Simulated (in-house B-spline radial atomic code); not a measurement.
**Xe³¹⁺: ionisation energy by several methods**

How far do functionals differ on the ionisation energy of Xe³¹⁺? Each run solves Xe³¹⁺ and then the next ion ([Ar] 3d4).

The numbers are computed with in-house B-spline radial atomic code version 1 (scalar-relativistic (X2C), several functionals, spin-polarised, exact exchange averaged over the configuration; spherical all-electron atom at the radial basis limit), except any that are marked as measured or tabulated.

**1. What is computed**

```
element       : xenon (Z = 54)
charge        : +31
electrons     : 23
configuration : [Ar] 3d5
nucleus       : Fermi, rms radius 4.786 fm
```

The outer shells:

[Ar] 3d5
```
[Ar] core
3d [↑ ][↑ ][↑ ][↑ ][↑ ]
```

Where spins are not typed, each open shell is filled with up spins first.

**2. CAM-B3LYP**

Settings, as recorded:

```ini
Z = 54
electrons = 23.0
configuration = [Ar] 3d5
hamiltonian = x2c
method = camb3lyp
spin_polarised = True
nucleus = fermi
rms_radius = 4.7859
mass_number = 132
atomic_mass = 131.90415508346
speed_of_light = 137.035999084
exact_exchange = averaged over the configuration
```

Started as:

```sh
python run_scf.py task.json out
```

task.json lists these runs, among others, and the program works through them in turn.

**3. B3LYP**

The settings differ from step 2 so:

```diff
@@ -4,3 +4,3 @@
 hamiltonian = x2c
-method = camb3lyp
+method = b3lyp
 spin_polarised = True
```

**4. B97-1**

The settings differ from step 3 so:

```diff
@@ -4,3 +4,3 @@
 hamiltonian = x2c
-method = b3lyp
+method = b97_1
 spin_polarised = True
```

The tabulated ionisation energy is 1919 ± 4 eV (tabulated theoretical; NIST Atomic Spectra Database). What does each method give, and which comes nearest?

**Answer**, as computed:

| method | rung | total energy (hartree) | ΔSCF (eV) | −ε highest (eV) | ΔSCF less tabulated (eV) |
| --- | --- | --- | --- | --- | --- |
| B3LYP | global hybrid | -6811.3964 | 1934.26 | 1899.89 (3d up) | +15.26 |
| B97-1 | global hybrid | -6811.2807 | 1934.45 | 1900.55 (3d up) | +15.45 |
| CAM-B3LYP | range-separated hybrid | -6811.7819 | 1934.18 | 1901.66 (3d up) | +15.18 |

What this shows: The tabulated ionisation energy is 1919 ± 4 eV (tabulated theoretical; NIST Atomic Spectra Database). CAM-B3LYP comes nearest (+15.18 eV) and B97-1 is farthest (+15.45 eV, 0.81 %). All methods miss on the same side by much the same amount, which points to something that they share. Relativistic terms that these runs lack can be as large as the gaps between close methods, so the nearest may be so by luck. Spin-orbit coupling is left out. Open shells are averaged (over orientations, and over spins where the run is restricted), while tables refer to the lowest levels.
